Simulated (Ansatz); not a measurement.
**CH₂AlNO₂: a ladder of functionals and wavefunction methods**

Aim: compute CH₂AlNO₂ with functionals from several rungs and with coupled cluster, and see how far each lands from CCSD(T) at the basis-set limit for the atomisation energy.

Program: Ansatz 0.2.0, Gaussian basis. Level of theory: functionals in def2-TZVPP, the program's frozen cores in correlated methods. These are calculated values, not measurements.

Levels to be run: LDA (SPW92), PBE-D4, revPBE-D4, BLYP-D4, r2SCAN-D4, B97M-V, PBE0-D4, B3LYP-D4, r2SCANh-D4, r2SCAN0-D4, HSE06-D4, BHLYP-D4, CAM-B3LYP-D4, LC-ωPBE, ωB97X-V, ωB97M-V, B2PLYP, PBE-QIDH; CCSD(T)/def2-SVP; CCSD(T)/def2-TZVPP; MP2/def2-QZVPP; extrapolation to the limit; RPA on PBE.

## 1. The relaxed structure

An earlier PBE0-D4 in a triple-zeta def2 set relaxation fixed the geometry.

7 atoms, charge 0, spin multiplicity 1.

Atoms are counted from 1 here; the program's logs count them from 0.

Bond lengths: O1–C2 1.324 Å, O1–H6 0.966 Å, C2–N3 1.293 Å, C2–O5 1.356 Å, N3–Al4 1.810 Å, Al4–O5 1.788 Å, Al4–H7 1.566 Å. Angles: C2–O1–H6 105.8°, O1–C2–N3 126.6°, O1–C2–O5 113.9°, N3–C2–O5 119.5°, C2–N3–Al4 81.1°, N3–Al4–O5 79.0°, N3–Al4–H7 148.3°, O5–Al4–H7 132.7°, C2–O5–Al4 80.4°.

Coordinates:

```xyz
7
charge 0, multiplicity 1
O    -0.04614    0.87793    1.66948
C    -0.02268    0.25524    0.50100
N    -1.01035   -0.35630   -0.06788
Al    0.25854   -0.64470   -1.32596
O     1.18354    0.29384   -0.11749
H    -0.94777    0.77871    2.00219
H     0.64615   -1.27272   -2.70714
```

## 2. LDA

This LDA is Slater exchange with PW92 correlation.

The input, in.yaml:

```yaml
crystal:
  periodic: [false, false, false]
  atoms:
    - {symbol: O, position_ang: [-0.046143, 0.877928, 1.669480]}
    - {symbol: C, position_ang: [-0.022676, 0.255243, 0.501003]}
    - {symbol: N, position_ang: [-1.010347, -0.356296, -0.067883]}
    - {symbol: Al, position_ang: [0.258544, -0.644704, -1.325961]}
    - {symbol: O, position_ang: [1.183544, 0.293838, -0.117492]}
    - {symbol: H, position_ang: [-0.947774, 0.778709, 2.002191]}
    - {symbol: H, position_ang: [0.646153, -1.272718, -2.707138]}
basis:
  gaussian: {orbitals: def2-TZVPP}
hamiltonian: {xc: lda}
output: {orbitals: {seedname: orbitals}}
```

The run is started by

```bash
ansatz run in.yaml --threads 2 --pin off --events-out ev --progress --plain --max-ram 4352MiB
```

The runs that follow: PBE-D4 (GGA); revPBE-D4 (GGA); BLYP-D4 (GGA); r2SCAN-D4 (meta-GGA); B97M-V (meta-GGA); B3LYP-D4 (hybrid); r2SCANh-D4 (hybrid); r2SCAN0-D4 (hybrid); HSE06-D4 (hybrid); BHLYP-D4 (hybrid); CAM-B3LYP-D4 (range-separated); LC-ωPBE (range-separated); ωB97X-V (range-separated); ωB97M-V (range-separated); B2PLYP (double hybrid); PBE-QIDH (double hybrid); CCSD(T) in def2-SVP; CCSD(T) in def2-TZVPP; MP2 in def2-QZVPP; RPA on PBE orbitals.

Before running them: what should the planned runs give, taken together? Wanted: atomisation energy, CCSD(T)/CBS; farthest beyond LDA; mean size of error, GGA; mean size of error, meta-GGA; mean size of error, hybrid; mean size of error, range-separated; mean size of error, double hybrid; gap, smallest and largest; T1 diagnostic.

**Answer**, as computed:

```
                               quantity                                      value
        atomisation energy, CCSD(T)/CBS                                  29.096 eV
    functionals within 0.145 eV (0.5 %)  PBE0-D4, B3LYP-D4, HSE06-D4, CAM-B3LYP-D4
                    farthest beyond LDA                       BHLYP-D4 (-1.809 eV)
                mean size of error, GGA                                   0.604 eV
           mean size of error, meta-GGA                                   0.215 eV
             mean size of error, hybrid                                   0.521 eV
    mean size of error, range-separated                                   0.175 eV
      mean size of error, double hybrid                                   0.314 eV
              gap, smallest and largest  3.70 eV (LDA (SPW92)), 10.86 eV (LC-ωPBE)
                          T1 diagnostic                                     0.0152
triples share of the correlation energy                                      4.3 %
```

**Reading.** LDA overbinds by 5.846 eV (20 %). PBE-D4 misses by +1.313 eV. Double hybrids carry the basis error of their MP2 part in triple zeta, and no dispersion term here, so their miss is partly the set-up's. Taken by rung, range-separated functionals do best (0.175 eV on average) and GGA ones worst beyond LDA (0.604 eV). The gap between the best rungs is small, so their order is not settled. Misses under about 0.145 eV are within the doubt on the reference itself, which lacks core-valence correlation, relativity and higher excitations. Hartree-Fock recovers 63 % of the binding; the rest is correlation. CCSD(T) in def2-SVP is off by -2.258 eV, worse than the median functional, from the basis alone. The gap grows from 3.7 to 10.9 eV across the functionals, mostly with the share of exact exchange.
